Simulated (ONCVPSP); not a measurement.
**Br: generating and testing an ONCV potential**

Do these settings give a usable potential? It is generated, then checked for transferability, scattering, ghosts and hardness.

Program: ONCVPSP 4.0.1. Reference atom: PBE, scalar-relativistic, spherical and spin-unpolarised. All values are calculated.

### 1 Starting point

Typed settings, in words:

- element: bromine (Br, Z = 35)
- type: optimised norm-conserving Vanderbilt (ONCV)
- frozen core: [Ne]
- valence charge: 25
- reference configuration: 3s2 3p6 3d10 4s2 4p5
- partial waves: 3s+4s: rc 0.75 bohr, ncon 5, nbas 8, qcut 15.5 1/bohr, 2 projectors; 3p+4p: rc 1.10 bohr, ncon 3, nbas 7, qcut 11 1/bohr, 2 projectors; 3d: rc 1.05 bohr, ncon 3, nbas 8, qcut 12.3 1/bohr, 3 projectors, debl 3 Ha
- local potential: polynomial inside 0.55 bohr (lpopt 5, dvloc0 2 Ha)
- core correction: Teter function, fcfact 1.5, rcfact 1

The outer shells as boxes (Hund's rule for the drawing; the calculation is spin-unpolarised):

```
[Ne] core
3s [↑↓]
3p [↑↓][↑↓][↑↓]
3d [↑↓][↑↓][↑↓][↑↓][↑↓]
4s [↑↓]
4p [↑↓][↑↓][↑ ]
```

An earlier all-electron run gives the scale for the radii.

All-electron outer shells of the reference configuration (PBE, scalar-relativistic, ld1.x):

| shell | level (eV) | outermost node (bohr) | outermost maximum (bohr) |
| --- | --- | --- | --- |
| 2s | -1733.10 | 0.06 | 0.16 |
| 2p | -1528.56 | – | 0.13 |
| 3s | -238.08 | 0.23 | 0.48 |
| 3p | -173.49 | 0.21 | 0.48 |
| 3d | -66.72 | – | 0.43 |
| 4s | -20.13 | 0.67 | 1.41 |
| 4p | -7.86 | 0.70 | 1.66 |

### 2 Generating the potential

The input, Br.dat:

```
# ATOM AND REFERENCE CONFIGURATION
# atsym  z   nc   nv     iexc    psfile
  Br 35.00    3    5        4      upf
#
#   n    l    f
    1    0    2.00
    2    0    2.00
    2    1    6.00
    3    0    2.00
    3    1    6.00
    3    2   10.00
    4    0    2.00
    4    1    5.00
#
# PSEUDOPOTENTIAL AND OPTIMIZATION
# lmax
    2
#
#   l,   rc,      ep,       ncon, nbas, qcut
    0    0.75    0.00    5    8   15.50
    1    1.10    0.00    3    7   11.00
    2    1.05    0.00    3    8   12.30
#
# LOCAL POTENTIAL
# lloc, lpopt,  rc(5),   dvloc0
    4    5    0.55    2.00
#
# VANDERBILT-KLEINMAN-BYLANDER PROJECTORs
# l, nproj, debl
    0    2    1.50
    1    2    0.50
    2    3    3.00
#
# MODEL CORE CHARGE
# icmod, fcfact, rcfact
    3    1.50    1.00
#
# LOG DERIVATIVE ANALYSIS
# epsh1, epsh2, depsh
  -10.00    5.00    0.04
#
# OUTPUT GRID
# rlmax, drl
    6.00    0.01
#
# TEST CONFIGURATIONS
# ncnf
    4
# nvcnf
#   n    l    f
    5
    3    0    2.00
    3    1    6.00
    3    2   10.00
    4    0    2.00
    4    1    4.00
#
    5
    3    0    2.00
    3    1    6.00
    3    2   10.00
    4    0    2.00
    4    1    3.00
#
    5
    3    0    2.00
    3    1    6.00
    3    2   10.00
    4    0    2.00
    4    1    2.00
#
    5
    3    0    2.00
    3    1    6.00
    3    2   10.00
    4    0    1.00
    4    1    6.00
#
```

On the command line:

```console
oncvpsp.x < Br.dat > Br.out
```

Before running it: what results should come out? Wanted: cutoffs for 1 and 0.1 mHa per electron, occupied waves; bound ghosts; GHOST(+) flags; largest test error; largest phase difference near zero energy, channels read; rms error of d²Exc/dn², without and with the model core.

**Answer**, as computed:

```
                                                quantity                                                   value
  cutoffs for 1 and 0.1 mHa per electron, occupied waves                                       112 Ha and 254 Ha
                                            bound ghosts                                              none found
                                          GHOST(+) flags  s at 1193 eV, d at 3527 eV, d at 5372 eV, d at 8681 eV
                            largest test error (AE − PS)                       -13 meV, for 3s2 3p6 3d10 4s2 4p2
largest phase difference near zero energy, channels read                                               0.000 rad
 rms error of d²Exc/dn², without and with the model core                                       0.95 and 0.86 mHa
```

**Reading.** By total energies transferability is good: the largest error is 13 meV on 69.3 eV, for 3s2 3p6 3d10 4s2 4p2. The potential is very hard: the looser tolerance needs 112 Ha. It is free of bound ghosts as far as tested. Near zero energy the phases of the channels with partial waves agree within 0.001 rad. The program also flags highly localised states, GHOST(+) (s, d). All of this concerns the isolated atom, not yet a solid.
